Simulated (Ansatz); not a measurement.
Task: a geometry optimisation of GeH₅PS, SMILES [PH2][GeH2][SH], with the Ansatz DFT code, driven from Python. Give the script and its output. Settings: PBE0, def2-SVP basis, multiplicity 1.

```yaml
atoms:
  - { symbol: P, position_ang: [-0.2228, 0.6822, -1.5661] }
  - { symbol: Ge, position_ang: [0.8463, 0.0637, 0.2992] }
  - { symbol: S, position_ang: [-0.4150, -1.4052, 1.4010] }
  - { symbol: H, position_ang: [-0.5494, -0.6190, -1.9627] }
  - { symbol: H, position_ang: [-1.5129, 0.9593, -0.8841] }
  - { symbol: H, position_ang: [1.1200, 1.3152, 1.1985] }
  - { symbol: H, position_ang: [2.2230, -0.5843, -0.1009] }
  - { symbol: H, position_ang: [-1.3971, -0.4689, 1.5594] }
```

The script, `opt_geh5ps.py`:
```python
# -*- coding: utf-8 -*-
import ansatz as az
from ase import Atoms
import numpy as np
import pandas as pd


def main():
    atoms = Atoms(["P", "Ge", "S", "H", "H", "H", "H", "H"], positions=[
        (-0.2228, 0.6822, -1.5661),
        (0.8463, 0.0637, 0.2992),
        (-0.415, -1.4052, 1.401),
        (-0.5494, -0.619, -1.9627),
        (-1.5129, 0.9593, -0.8841),
        (1.12, 1.3152, 1.1985),
        (2.223, -0.5843, -0.1009),
        (-1.3971, -0.4689, 1.5594),
    ])
    mol = az.Crystal.molecule_from_ase(atoms)

    job = mol.calculation().basis(gaussian="def2-SVP").functional("PBE0")
    symbols = [site.symbol for site in mol.cartesian_sites]
    start = np.array([site.position_ang for site in mol.cartesian_sites], dtype=float)
    r = job.relax(force_tolerance=0.02).run().report
    end = np.array(r["positions_ang"])

    print("reference energy %16.6f eV" % r["reference_energy_ev"])
    print("total energy     %16.6f eV" % r["free_energy_ev"])
    print("occupied (up, down):", r["n_occupied"], " virtual:", r["n_virtual"], " frozen:", r["n_frozen"])

    print("bond        before    after (A)")
    for i, j in [(0, 1), (0, 3), (0, 4), (1, 2), (1, 5), (1, 6), (2, 7)]:
        d0, d1 = (np.linalg.norm(xyz[i] - xyz[j]) for xyz in (start, end))
        print(f"{symbols[i]}{i}-{symbols[j]}{j}".ljust(10), f"{d0:8.4f} {d1:8.4f}")

    charges = r["charge_distribution"]
    table = pd.DataFrame({"atom": symbols, "mulliken": charges["mulliken_charges_e"], "lowdin": charges["lowdin_charges_e"]})
    print(table.round(3).to_string())
    print("dipole (e A):", np.round(charges["dipole_moment_e_ang"], 4) + 0.0)
    with open("geh5ps_opt.xyz", "w") as handle:
        handle.write(f"{len(symbols)}\nrelaxed GeH5PS\n")
        handle.writelines(f"{s:2s} {x:11.6f} {y:11.6f} {z:11.6f}\n" for s, (x, y, z) in zip(symbols, end))


if __name__ == "__main__":
    main()
```

```console
$ python opt_geh5ps.py
reference energy    -76696.659831 eV
total energy        -76696.659831 eV
occupied (up, down): [34, 34]  virtual: [59, 59]  frozen: 0
bond        before    after (A)
P0-Ge1       2.2372   2.3264
P0-H3        1.3990   1.4280
P0-H4        1.4854   1.4291
Ge1-S2       2.2277   2.2364
Ge1-H5       1.5652   1.5414
Ge1-H6       1.5733   1.5374
S2-H7        1.3661   1.3509
  atom  mulliken  lowdin
0    P    -0.080   0.177
1   Ge     0.249  -0.150
2    S    -0.244   0.138
3    H     0.028  -0.026
4    H     0.014  -0.032
5    H    -0.036  -0.051
6    H    -0.026  -0.044
7    H     0.094  -0.013
dipole (e A): [-0.1338  0.1601 -0.0026]
```

`geh5ps_opt.xyz`, as written:
```text
8
relaxed GeH5PS
P    -0.196422    0.731132   -1.681936
Ge    0.819270    0.078121    0.306520
S    -0.319467   -1.441830    1.487380
H    -0.635125   -0.592351   -1.990188
H    -1.425069    1.081361   -1.041564
H     1.072073    1.336095    1.160718
H     2.150190   -0.620078   -0.017267
H    -1.373350   -0.629450    1.720636
```

Notes:
- Total energies depend on the basis set; only differences at equal settings carry meaning.
- The end point is the stationary point reached from this start; no frequency run checks that it is a minimum, and the basis set is modest.
- The Löwdin charges here are taken after orthogonalising the functions within each atom; they differ from plain Löwdin charges, and their signs can be unphysical.
- Wall time of the script: 31 s on 1 thread of Arm Neoverse V1, with other jobs on the host, peak memory 0.32 GiB.

(A comment or docstring line of the script was reworded after the run, the code is as it ran; lines on the test bed's own set-up are left out of the output.)
